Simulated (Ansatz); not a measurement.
Write a Python script for Ansatz 0.2.0 through its Python package that makes a single point from a YAML input of Rb2NaRhF6, space group Fm-3m. Use: LDA, PAW, the default cutoff (420 eV here), Gaussian smearing of 0.15 eV.

Input file `input.yaml`:
```yaml
crystal:
  lattice:
    - [0.0, 4.246, 4.246]
    - [4.246, 0.0, 4.246]
    - [4.246, 4.246, 0.0]
  atoms:
    - { symbol: Rb, position: [0.25, 0.25, 0.25] }
    - { symbol: Rb, position: [0.75, 0.75, 0.75] }
    - { symbol: Na, position: [0.5, 0.5, 0.5] }
    - { symbol: Rh, position: [0.0, 0.0, 0.0] }
    - { symbol: F, position: [0.766, 0.234, 0.234] }
    - { symbol: F, position: [0.234, 0.766, 0.234] }
    - { symbol: F, position: [0.234, 0.766, 0.766] }
    - { symbol: F, position: [0.766, 0.234, 0.766] }
    - { symbol: F, position: [0.234, 0.234, 0.766] }
    - { symbol: F, position: [0.766, 0.766, 0.234] }
kpoints:
  mp_grid: { kspacing: 0.3 }
hamiltonian:
  xc: lda
scf:
  occupations: { method: gaussian, width: 0.15 }
output:
  forces: true
  stress: true
  eigenvalues: true
```

`yaml_run.py`
```python
'''Rb2NaRhF6 from YAML text.'''

import json

import ansatz as az
import yaml

with open('input.yaml') as handle:
    tree = yaml.safe_load(handle)
print('sections:', list(tree))
out = az.Session.from_dict(tree).plan(threads=1).execute()
r = out.report

energy = r['free_energy_ev']
print('Rb2NaRhF6: {:.6f} eV = {:.6f} Ry = {:.6f} Ha'.format(energy, energy / 13.605693, energy / 27.211386))
print('Fermi level {:.4f} eV, {} k-points, {} symmetry operations'.format(r['fermi_energy_ev'], r['n_kpoints'], r['n_symmetry_ops']))

fermi = r['fermi_energy_ev']
print('levels less the Fermi level (eV) at the first k-points')
for k, levels in list(zip(r['kpoints_frac'], r['eigenvalues_ev']))[:3]:
    print('k = ({:.3f}, {:.3f}, {:.3f})'.format(*k))
    print('   ', ' '.join(f'{e - fermi:.3f}' for e in levels))

keep = ['free_energy_ev', 'energy_sigma0_ev', 'fermi_energy_ev', 'n_iterations', 'converged', 'magnetization_mub', 'n_kpoints']
with open('rb2narhf6.json', 'w') as handle:
    json.dump({key: r[key] for key in keep}, handle, indent=1)

terms = r['components']
print({name: round(terms[name], 3) for name in ('e_kinetic', 'e_hartree', 'e_xc', 'e_local', 'e_nonlocal')})
```

```console
$ python yaml_run.py
sections: ['crystal', 'kpoints', 'hamiltonian', 'scf', 'output']
DeckWarning: basis.ecutwfc = 420 eV, auto-derived from the records' recommended cutoffs: set by Rb (normal level)
Rb2NaRhF6: -18856.618141 eV = -1385.935883 Ry = -692.967941 Ha
Fermi level 6.1852 eV, 10 k-points, 48 symmetry operations
levels less the Fermi level (eV) at the first k-points
k = (0.000, 0.000, 0.000)
    -79.227 -50.160 -47.188 -47.188 -47.188 -25.920 -25.823 -23.326 -23.210 -23.210 -23.210 -23.024 -23.024 -22.410 -22.410 -22.410 -10.354 -10.354 -10.354 -10.023 -10.023 -10.023 -7.076 -6.934 -6.934 -5.715 -5.715 -5.715 -5.638 -5.638 -5.638 -4.448 -4.448 -4.448 -4.242 -4.242 -4.242 -3.918 -3.918 -3.918 -1.107 -1.107 -1.107 1.333 1.333 3.024 5.698 5.698 6.184 6.184 6.184 8.651
k = (0.000, 0.000, 0.200)
    -79.227 -50.160 -47.188 -47.188 -47.188 -25.907 -25.828 -23.401 -23.242 -23.242 -23.122 -22.979 -22.979 -22.444 -22.423 -22.423 -10.302 -10.302 -10.242 -10.031 -10.031 -9.979 -6.965 -6.965 -6.964 -5.859 -5.752 -5.736 -5.736 -5.566 -5.566 -4.524 -4.524 -4.486 -4.410 -4.272 -4.272 -3.991 -3.991 -3.960 -1.093 -1.075 -1.075 1.299 1.299 3.503 5.992 5.992 6.238 6.505 6.505 8.443
k = (0.000, 0.000, 0.400)
    -79.227 -50.160 -47.188 -47.188 -47.188 -25.876 -25.846 -23.471 -23.280 -23.280 -23.022 -22.920 -22.920 -22.508 -22.447 -22.447 -10.185 -10.185 -10.075 -10.075 -10.023 -9.925 -7.012 -7.012 -6.740 -6.073 -5.983 -5.772 -5.772 -5.447 -5.447 -4.889 -4.640 -4.640 -4.325 -4.316 -4.316 -4.120 -4.120 -4.051 -1.074 -1.029 -1.029 1.250 1.250 4.639 5.799 6.726 6.726 7.133 7.133 8.170
{'e_kinetic': 2306.386, 'e_hartree': 3264.502, 'e_xc': -983.263, 'e_local': -8966.652, 'e_nonlocal': 1287.472}
```
(Warnings from the package without file and line.)

File `rb2narhf6.json` afterwards:
```json
{
 "free_energy_ev": -18856.61814101295,
 "energy_sigma0_ev": -18856.61814101295,
 "fermi_energy_ev": 6.185209211174753,
 "n_iterations": 7,
 "converged": true,
 "magnetization_mub": 0.0,
 "n_kpoints": 10
}
```

Total energies depend on the potentials; only differences at equal settings carry meaning. A total without «per atom» is that of the cell as typed. The run is spin-unpolarised. The energy terms are those on the plane-wave grid, with the one-centre PAW part apart; the terms shown are only some of the summands, so they needn't add up to F. An absolute Fermi energy rests on an arbitrary zero of the periodic potential and has no direct meaning. An opening on this mesh may only mean that it misses a point where bands touch. The structure is a deposited one; some such entries were measured under pressure or heat, so a shift against it needn't be the functional's error alone. Gaps and levels are Kohn-Sham values on a finite set of k-points, without spin-orbit coupling. It ran for 4.6 s on 1 thread of Arm Neoverse V1, on a shared host, peak memory 0.45 GiB.

(Lines on the test bed's own set-up are left out of the output.)
